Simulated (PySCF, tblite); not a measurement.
**C₄H₈GeN₂O: geometry, infrared bands and NMR shifts**

What infrared bands and NMR shifts should C₄H₈GeN₂O (`C#[C][Ge@H]([NH2])[O]CN=C`) show?

The runs use tblite 0.8.0 and PySCF 2.14.0, with density-fitted response routines of our own; the level of theory stands in each step. All values are computed, except where a source is named. Atoms count from 0, in the outputs and in this text.

## (1) The starting structure

16 atoms, charge 0, multiplicity 1; geometry from: force field or distance geometry start.

Bonds of the start (Å): C0–C1 1.21, C1–Ge2 1.90, Ge2–N3 1.86, Ge2–O4 1.76, O4–C5 1.37, C5–N6 1.46, N6–C7 1.30, C0–H8 1.07, Ge2–H9 1.57, N3–H10 1.04, N3–H11 1.03, C5–H12 1.09, C5–H13 1.13, C7–H14 1.09, C7–H15 1.09.

## (2) Relaxing the molecule with GFN2-xTB

What the job is given:

```
{"job": {"kind": "relax", "xc": "GFN2-xTB", "basis": "xTB"}, "charge": 0, "multiplicity": 1}
C     -0.735000     2.141200    -1.090800
C     -0.967900     1.007300    -0.738500
Ge    -1.321600    -0.778000    -0.179200
N     -2.964100    -0.795900     0.686300
O     -0.018600    -1.440600     0.807700
C      1.233300    -1.047100     0.398900
N      1.373500     0.400100     0.461100
C      2.571500     0.836200     0.188700
H     -0.556700     3.155600    -1.395100
H     -1.488400    -1.668600    -1.455500
H     -2.978600    -0.211100     1.547800
H     -3.792000    -0.703800     0.088300
H      1.522000    -1.400700    -0.591300
H      1.980500    -1.508400     1.115700
H      2.775800     1.905300     0.203400
H      3.358700     0.117600    -0.058900
```

Launch:

```sh
$ OMP_NUM_THREADS=1 python probes_run.py task.json out
```

The driver reads the jobs from task.json and runs them one after another.

**Question.** This job is followed by: GFN2-xTB harmonic vibrations, gas phase; GIAO PBE0/pcSseg-1 NMR shielding, non-relativistic, gas phase. What will the session give for the following? strongest single infrared mode (GFN2-xTB); zero-point energy (GFN2-xTB); 13C shifts against TMS (PBE0/pcSseg-1); 1H shifts against TMS (PBE0/pcSseg-1, means over atoms taken as alike); 73Ge shifts against GeMe4 (PBE0/pcSseg-1); 15N shifts against NH3 (PBE0/pcSseg-1); 17O shifts against H2O (PBE0/pcSseg-1).

**Answer**, as computed:

| quantity | value |
| --- | --- |
| strongest single infrared mode (GFN2-xTB) | 1953 cm⁻¹, 341 km/mol |
| zero-point energy (GFN2-xTB) | 69.5 kcal/mol |
| 13C shifts against TMS (PBE0/pcSseg-1) | 153.5, 96.6, 92.8, 90.5 ppm |
| 1H shifts against TMS (PBE0/pcSseg-1, means over atoms taken as alike) | 7.71, 7.29, 5.92, 5.44, 5.13, 1.72, 0.23 ppm |
| 73Ge shifts against GeMe4 (PBE0/pcSseg-1) | -42 ppm |
| 15N shifts against NH3 (PBE0/pcSseg-1) | 416.1, 11.9 ppm |
| 17O shifts against H2O (PBE0/pcSseg-1) | 56.0 ppm |

What this shows: Relaxing lowered the energy by 0.621 eV in 262 steps; the close pair that moved most is Ge2–H9, from 1.565 to 1.502 Å. All 42 modes are real, so the xTB geometry is a minimum. The strongest single mode, at 1953 cm⁻¹, moves mainly H9. Unscaled tight-binding wavenumbers are off by several per cent, some by more. Its intensities can rank the bands wrongly. At PBE0/pcSseg-1: Shielding is most anisotropic at N6 (span 687 ppm, paramagnetic term -482 ppm). Spin-orbit coupling is left out, which matters for shieldings and couplings at and beside the heavy atoms.
